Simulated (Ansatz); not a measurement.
**CHGeSi (doublet): the correlation ladder, cc-pVDZ**

One table from this session's results is given with a row withheld; the runs are named, their logs left out.

Program: Ansatz 0.2.0, Gaussian basis. Level of theory: cc-pVDZ, core rule «outside noble gas», up to 20 orbitals frozen. These are calculated values, not measurements.

To be run: UHF; CCSD(T) on ROHF; BCCD(T) on ROHF; CISD; CCSDT(Q) on ROHF; CASSCF and MRCISD+Q, 9 electrons in 9 orbitals; CASSCF and NEVPT2, 9 electrons in 9 orbitals.

42 further runs of the same task are left out: 29 that didn't finish, 13 set aside as unsound or not needed.

## The geometry

The geometry is a PBE0/def2-TZVP stationary point (not a proven minimum) of the parent state, kept for this charge and spin. No spin-orbit coupling is included. The filled d shell of Ge may be among the frozen orbitals whatever the setting's name suggests; the logs give the count.

4 atoms, charge 0, spin multiplicity 2.

Atoms are counted from 1 here; the program's logs count them from 0.

Bond lengths: C1–Si2 1.685 Å, C1–H4 1.075 Å, Si2–Ge3 2.318 Å. Angles: Si2–C1–H4 180.0°, C1–Si2–Ge3 180.0°.

The first run:

The input, in.yaml:

```yaml
crystal:
  periodic: [false, false, false]
  atoms:
    - {symbol: C, position_ang: [0.000000, 0.000000, 1.153122]}
    - {symbol: Si, position_ang: [0.000000, 0.000000, -0.531576]}
    - {symbol: Ge, position_ang: [0.000000, 0.000000, -2.849718]}
    - {symbol: H, position_ang: [0.000000, 0.000000, 2.228172]}
basis:
  gaussian: {orbitals: cc-pVDZ}
magnetization: {spin_polarized: true, initial_magnetization: 1}
hamiltonian: {xc: hf}
output: {orbitals: {seedname: orbitals}}
```

The run is started by

```bash
$ ansatz run in.yaml --threads 1 --pin off --events-out ev --progress --plain --max-ram 2393MiB
```

Steps of the session up to this table: UHF; CCSD(T) on ROHF; BCCD(T) on ROHF; CISD; CCSDT(Q) on ROHF; CASSCF and MRCISD+Q, 9 electrons in 9 orbitals; CASSCF and NEVPT2, 9 electrons in 9 orbitals.

One table of the session follows, with a row left open; its other results are not shown here.

| method | from RCCSDT(Q) (kJ/mol) |
| --- | --- |
| ROHF | +933.8 |
| RMP2 | +153.7 |
| CISD | +194.3 |
| RCCSD | +74.6 |
| RCCSD(T) | +12.8 |
| BCCD(T) | ? |
| RCCSDT | +9.6 |
| RCCSDT(Q) | 0 |

**Question.** Estimate the row for BCCD(T).

**Answer.** from RCCSDT(Q) (kJ/mol): +13.2. In the column «from RCCSDT(Q) (kJ/mol)» it lies between RCCSD(T) (+12.8) and RCCSD (+74.6).

Left out of the table: CASSCF frontier, NEVPT2 frontier, MRCISD frontier, MRCISD+Q frontier (the active space lost an orbital or holds another state than full CI finds).

To keep in mind: Warnings in the runs' records: passed over end.
